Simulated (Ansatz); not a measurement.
# TlIn: how the settings move a single-point run

Aim: see which settings change the result for TlIn, by how much, and at what cost.

Method: reference: DFT, LDA, PAW with Ansatz's default frozen-core files, scalar-relativistic, in Ansatz 0.2.0.

2 further runs of the same task are left out: 2 that didn't finish.

### Step 1. The starting structure

The structure is trigonal, space group R-3m (No. 166). Conventional cell: a = 2.956 Å, b = 2.956 Å, c = 14.489 Å, α = 90.00°, β = 90.00°, γ = 120.00°. Tl (site symmetry -3m) has 6 Tl at 2.96 Å and 6 In at 2.96 Å as nearest neighbours. In (site symmetry -3m) has 6 In at 2.96 Å and 6 Tl at 2.96 Å as nearest neighbours.

As a file:

```cif
data_structure
_symmetry_space_group_name_H-M 'R-3m:H'
_symmetry_Int_Tables_number 166
_cell_length_a 2.9563
_cell_length_b 2.9563
_cell_length_c 14.4890
_cell_angle_alpha 90.000
_cell_angle_beta 90.000
_cell_angle_gamma 120.000
_cell_volume 109.66
loop_
_atom_site_label
_atom_site_type_symbol
_atom_site_symmetry_multiplicity
_atom_site_Wyckoff_symbol
_atom_site_fract_x
_atom_site_fract_y
_atom_site_fract_z
_atom_site_occupancy
Tl1 Tl 3 b 0.66667 0.33333 0.83333 1
In1 In 3 a 0.00000 0.00000 0.00000 1
```

### Step 2. The reference run

input.yaml reads:

```yaml
crystal:
  lattice:
    - [1.4781463134, 0.853408172, 4.8296519787]
    - [-1.4781463134, 0.853408172, 4.8296519787]
    - [0.0, -1.7068163439, 4.8296519787]
  atoms:
    - { symbol: Tl, position: [0.5, 0.5, 0.5] }
    - { symbol: In, position: [0.0, 0.0, 0.0] }
kpoints:
  mp_grid: { grid: [12, 12, 12] }
  band_path:
    path:
      - [0.0, 0.0, 0.0]
      - [0.5, 0.5, 0.5]
      - [0.8125176505, 0.1874823495, 0.5]
      - [0.5, -0.1874823495, 0.1874823495]
      - [0.5, 0.0, 0.0]
      - [0.0, 0.0, 0.0]
      - [0.3437411747, -0.3437411747, 0.0]
      - [0.6562588253, 0.0, 0.3437411747]
      - [0.5, 0.0, 0.5]
    npoints: 6
scf:
  occupations: { method: fermi_dirac, width: 0.05 }
hamiltonian:
  xc: lda
  pseudopotentials: { kind: paw }
output:
  forces: true
  stress: true
  eigenvalues: true
  efg: { contact_densities: true }
  populations: true
```

Launch:

```bash
> ansatz run input.yaml --threads 1 --pin off --max-ram 2048MiB --backend cpu --events-out ev --progress --plain --runs-dir out
```

### Step 3. Changing settings: mp_grid.shift [0.5, 0.5, 0.5]

input.yaml, as its differences from that of step 2:

```diff
@@ -9,3 +9,3 @@
 kpoints:
-  mp_grid: { grid: [12, 12, 12] }
+  mp_grid: { grid: [12, 12, 12], shift: [0.5, 0.5, 0.5] }
   band_path:
```

Before running it: what results should come out? Wanted: for each run, ending; energy change; pressure; gap; force.

**Answer**, as computed:

| run | ending | energy change | pressure (GPa) | gap (eV) | force (eV/Å) | cycles | time |
| --- | --- | --- | --- | --- | --- | --- | --- |
| reference | converged | 0 | 40.7 | 0.00 | 0.00 | 6 | 7.1 s |
| 1: mp_grid.shift [0.5, 0.5, 0.5] | converged | -1.4 meV/atom | 40.8 | 0.00 | 0.00 | 6 | 8.2 s |

Residual by cycle in the longest SCF loop of each run; runs are numbered as in the table. The quantity is the density residual dr2, in eV.

| cycle | reference | run 1 |
| --- | --- | --- |
| 1 | 0.0124 | 0.0126 |
| 2 | 0.00336 | 0.00344 |
| 3 | 6.7e-5 | 6.1e-5 |
| 4 | 8.3e-5 | 8.8e-5 |
| 5 | 3.0e-6 | 3.1e-6 |
| 6 | 3.2e-8 | 4.9e-8 |

What this shows: Changing the k-point mesh moves the energy by -1.4 meV/atom. Sampling errors of the energy have no fixed sign. The structure is not at rest: the sound run finds 41 GPa, so these are no properties of the relaxed crystal. 
